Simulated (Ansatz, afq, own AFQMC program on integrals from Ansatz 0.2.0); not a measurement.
# GeH+ (singlet): quantum Monte Carlo beside coupled cluster at distance Ge1–H2 = 1.447 Å, cc-pVTZ

An exercise on one series of results from a longer session: the logs are not shown, and one member is left open.

Program: Ansatz 0.2.0, Gaussian basis, and an in-house AFQMC program (afq) on its integrals; all values are calculated. Level of theory: cc-pVTZ, frozen cores. These are calculated values, not measurements.

The runs, in order: Full CI; PBE (unrestricted); r2SCAN (unrestricted); PBE0 (unrestricted); B3LYP (unrestricted); wB97M-V (unrestricted); B2PLYP (unrestricted); CCSD(T) on RHF; CCSDT(Q) on RHF; Phaseless AFQMC, CISD trial on RHF; UHF.

2 further runs of the same task are left out: 2 that didn't finish.

### The geometry

The geometry derives from a PBE0/def2-TZVP stationary point (not a proven minimum). One bond is set to the value named and the two fragments are kept rigid. No spin-orbit coupling is included. The filled d shell of Ge may be among the frozen orbitals whatever the setting's name suggests; the logs give the count.

2 atoms, charge 1, spin multiplicity 1.

Atoms are counted from 1 here; the program's logs count them from 0.

Bond lengths: Ge1–H2 1.447 Å.

Set-up of the first run:

in.yaml reads:

```yaml
crystal:
  periodic: [false, false, false]
  atoms:
    - {symbol: Ge, position_ang: [0.000000, 0.000000, 0.000000]}
    - {symbol: H, position_ang: [0.000000, 0.000000, 1.447000]}
basis:
  gaussian: {orbitals: cc-pVTZ}
total_charge: 1
correlation: {method: fci, electrons: outside_noble_gas}
```

Run with:

```bash
ansatz run in.yaml --threads 1 --pin off --events-out ev --progress --plain --max-ram 1382MiB
```

Among the steps run: Full CI; PBE (unrestricted); r2SCAN (unrestricted); PBE0 (unrestricted); B3LYP (unrestricted); wB97M-V (unrestricted); B2PLYP (unrestricted); CCSD(T) on RHF; CCSDT(Q) on RHF; Phaseless AFQMC, CISD trial on RHF; UHF.

One of the session's tables, all rows but one given; the rest of the session is left out.

On the RHF determinant, counted from full CI (exact for this spin and basis):

```
                                              level  from full CI (kJ/mol)
                                                 HF                 +224.5
                                                MP2                  +54.9
                                               CCSD                   +4.1
                                            CCSD(T)                      ?
                                           CCSDT(Q)                    0.0
                                            full CI                    0.0
Phaseless AFQMC, CISD trial, step 0.005, 60 walkers                   -0.1
```

Q: Estimate the row for CCSD(T) from the others.

As computed: from full CI (kJ/mol): +0.9. In the column «from full CI (kJ/mol)» it lies between full CI (0.0) and CCSD (+4.1).

Limits of these values: On RHF the phaseless walk with the CISD trial lies -0.1 kJ/mol from full CI, within three error bars.
